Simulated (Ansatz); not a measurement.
# Mg: equation of state

The task here is to estimate one member of a computed series from the others.

Method: DFT LDA, scalar-relativistic, in Ansatz 0.2.0.

## Starting point

Symmetry: Fm-3m, No. 225, cubic system. The conventional cell has a = 4.489 Å, b = 4.489 Å, c = 4.489 Å, α = 90.00°, β = 90.00°, γ = 90.00°. Mg (site symmetry m-3m) is surrounded by 12 Mg at 3.17 Å.

Structure file:

```
CELL_PARAMETERS angstrom
0.00000 2.24426 2.24426
2.24426 0.00000 2.24426
2.24426 2.24426 0.00000
ATOMIC_POSITIONS crystal
Mg 0.00000 0.00000 0.00000
```

Set-up of the first run:

input.yaml reads:

```yaml
crystal:
  lattice:
    - [0.0, 2.213924498, 2.213924498]
    - [2.213924498, 0.0, 2.213924498]
    - [2.213924498, 2.213924498, 0.0]
  atoms:
    - { symbol: Mg, position: [0.0, 0.0, 0.0] }
kpoints:
  mp_grid: { grid: [16, 16, 16] }
  band_path:
    path:
      - [0.0, 0.0, 0.0]
      - [0.5, 0.0, 0.5]
      - [0.625, 0.25, 0.625]
      - [0.375, 0.375, 0.75]
      - [0.0, 0.0, 0.0]
      - [0.5, 0.5, 0.5]
      - [0.5, 0.25, 0.75]
      - [0.5, 0.0, 0.5]
    npoints: 5
scf:
  occupations: { method: fermi_dirac, width: 0.03 }
hamiltonian:
  xc: lda
  pseudopotentials: { kind: all_electron, lapw: { basis_error: 0.001 } }
output:
  forces: true
  stress: true
  eigenvalues: true
```

On the command line:

```sh
ansatz run input.yaml --threads 1 --pin off --max-ram 3072MiB --backend cpu --events-out ev --progress --plain --runs-dir out
```

Steps of the session up to this table: Volume × 0.96, LAPW; Volume × 0.96, PAW; Volume × 0.96, crystal datasets; Volume × 0.99, LAPW; Volume × 0.99, PAW; Volume × 0.99, crystal datasets; Volume × 1.02, LAPW; Volume × 1.02, PAW; Volume × 1.02, crystal datasets; Volume × 1.06, LAPW; Volume × 1.06, PAW; Volume × 1.06, crystal datasets.

One of the session's tables, all rows but one given; the rest of the session is left out.

It belongs to the step «The equation of state». 

| method | volume (Å³/atom) | pressure (GPa) |
| --- | --- | --- |
| LAPW | 21.703 | ? |
| LAPW | 22.381 | -0.97 |
| LAPW | 23.059 | -1.95 |
| LAPW | 23.964 | -3.05 |
| PAW | 21.703 | 0.15 |
| PAW | 22.381 | -1.00 |
| PAW | 23.059 | -1.98 |
| PAW | 23.964 | -3.07 |
| crystal datasets | 21.703 | 0.17 |
| crystal datasets | 22.381 | -0.97 |
| crystal datasets | 23.059 | -1.96 |
| crystal datasets | 23.964 | -3.05 |

**Question.** Estimate the row for LAPW, 21.703.

The run gave: pressure (GPa): 0.18. In the column «pressure (GPa)» it is the highest.

Limits of these values: Warnings in the runs' records: crystal datasets made.
